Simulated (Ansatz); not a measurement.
# C₃H₉ClGe: taking an electron away

An exercise on one series of results from a longer session: the logs are not shown, and one member is left open.

Computed with Ansatz 0.2.0, Gaussian basis. Level: unrestricted cation, the program's frozen cores in correlated methods.

The runs, in order: UKS PBE-D4/def2-TZVPP; UKS r2SCAN-D4/def2-TZVPP; UKS PBE0-D4/def2-TZVPP; UKS B3LYP-D4/def2-TZVPP; UKS wB97X-V/def2-TZVPP; UKS wB97M-V/def2-TZVPP; UKS B2PLYP/def2-TZVPP; UHF-CCSD(T)/def2-TZVPP; UHF-MP2/def2-QZVPP; extrapolation to the limit; then −ε(HOMO) from the neutral's earlier runs with LDA (SPW92), PBE-D4, revPBE-D4, BLYP-D4, r2SCAN-D4, B97M-V, PBE0-D4, B3LYP-D4, r2SCANh-D4, r2SCAN0-D4, HSE06-D4, BHLYP-D4, CAM-B3LYP-D4, LC-ωPBE, ωB97X-V, ωB97M-V.

## The geometry

An earlier PBE0-D4 in a triple-zeta def2 set relaxation fixed the geometry.

14 atoms, charge 0, spin multiplicity 1.

Atoms are counted from 1 here; the program's logs count them from 0.

Bond lengths: C1–Ge2 1.945 Å, C1–H6 1.090 Å, C1–H7 1.092 Å, C1–H8 1.090 Å, Ge2–C3 1.945 Å, Ge2–C4 1.945 Å, Ge2–Cl5 2.182 Å, C3–H9 1.090 Å, C3–H10 1.090 Å, C3–H11 1.092 Å, C4–H12 1.092 Å, C4–H13 1.090 Å, C4–H14 1.090 Å. Angles: Ge2–C1–H6 110.1°, Ge2–C1–H7 110.1°, Ge2–C1–H8 110.1°, H6–C1–H7 108.8°, H6–C1–H8 108.8°, H7–C1–H8 108.8°, C1–Ge2–C3 112.7°, C1–Ge2–C4 112.7°, C1–Ge2–Cl5 106.0°, C3–Ge2–C4 112.7°, C3–Ge2–Cl5 106.0°, C4–Ge2–Cl5 106.0°, Ge2–C3–H9 110.1°, Ge2–C3–H10 110.1°, Ge2–C3–H11 110.1°, H9–C3–H10 108.8°, H9–C3–H11 108.8°, H10–C3–H11 108.8° and more.

As a file:

```
C    -1.7937    0.5173    0.1961
Ge    0.0958    0.2906   -0.2053
C     1.2141    0.3648    1.3843
C     0.4473   -1.2806   -1.2966
Cl    0.6640    2.0101   -1.4232
H    -1.9524    1.4489    0.7402
H    -2.1504   -0.3140    0.8084
H    -2.3723    0.5480   -0.7276
H     1.0405    1.2975    1.9218
H     2.2669    0.3118    1.1052
H     0.9822   -0.4724    2.0465
H     0.1857   -2.1869   -0.7458
H     1.5036   -1.3231   -1.5635
H    -0.1443   -1.2415   -2.2118
```

The first run:

Input file in.yaml:

```yaml
crystal:
  periodic: [false, false, false]
  atoms:
    - {symbol: C, position_ang: [-1.793750, 0.517332, 0.196127]}
    - {symbol: Ge, position_ang: [0.095839, 0.290636, -0.205294]}
    - {symbol: C, position_ang: [1.214140, 0.364792, 1.384340]}
    - {symbol: C, position_ang: [0.447253, -1.280565, -1.296562]}
    - {symbol: Cl, position_ang: [0.664008, 2.010132, -1.423185]}
    - {symbol: H, position_ang: [-1.952442, 1.448909, 0.740195]}
    - {symbol: H, position_ang: [-2.150391, -0.313985, 0.808378]}
    - {symbol: H, position_ang: [-2.372321, 0.547999, -0.727639]}
    - {symbol: H, position_ang: [1.040504, 1.297525, 1.921820]}
    - {symbol: H, position_ang: [2.266887, 0.311845, 1.105152]}
    - {symbol: H, position_ang: [0.982182, -0.472406, 2.046479]}
    - {symbol: H, position_ang: [0.185749, -2.186899, -0.745829]}
    - {symbol: H, position_ang: [1.503637, -1.323098, -1.563527]}
    - {symbol: H, position_ang: [-0.144294, -1.241515, -2.211753]}
basis:
  gaussian: {orbitals: def2-TZVPP}
total_charge: 1
magnetization: {spin_polarized: true, initial_magnetization: 1}
hamiltonian: {xc: pbe, dispersion: d4}
```

Command:

```console
ansatz run in.yaml --threads 2 --pin off --events-out ev --progress --plain --max-ram 22528MiB --backend cuda --devices 0, --max-vram 18GiB
```

Steps of the session up to this table: Cation, UKS PBE-D4/def2-TZVPP; Cation, UKS r2SCAN-D4/def2-TZVPP; Cation, UKS PBE0-D4/def2-TZVPP; Cation, UKS B3LYP-D4/def2-TZVPP; Cation, UKS wB97X-V/def2-TZVPP; Cation, UKS wB97M-V/def2-TZVPP; Cation, UKS B2PLYP (frozen core)/def2-TZVPP; Cation, UHF-CCSD(T)/def2-TZVPP; Cation, UHF-MP2/def2-QZVPP.

One of the session's tables, all rows but one given; the rest of the session is left out.

It belongs to the step «Ionisation energies side by side». For comparison, −ε(HOMO) of the neutral from earlier runs:

```
  functional  −ε(HOMO) (eV)
 LDA (SPW92)           6.90
      PBE-D4           6.78
   revPBE-D4           6.73
     BLYP-D4           6.63
   r2SCAN-D4           7.10
      B97M-V           7.20
     PBE0-D4           8.11
    B3LYP-D4           7.86
  r2SCANh-D4           7.59
  r2SCAN0-D4           8.31
    HSE06-D4           7.71
    BHLYP-D4              ?
CAM-B3LYP-D4           9.46
     LC-ωPBE          10.85
     ωB97X-V          10.49
     ωB97M-V          10.34
```

Estimate the missing values for BHLYP-D4.

Worked estimate for «−ε(HOMO) (eV)». Against the share of exact exchange, BLYP-D4 (0, 6.63), B3LYP-D4 (0.2, 7.86) give a slope of 6.15 per unit share; at 0.5 the line stands at 9.70.

As computed: −ε(HOMO) (eV): 9.31. In «−ε(HOMO) (eV)» the line misses by +0.39.
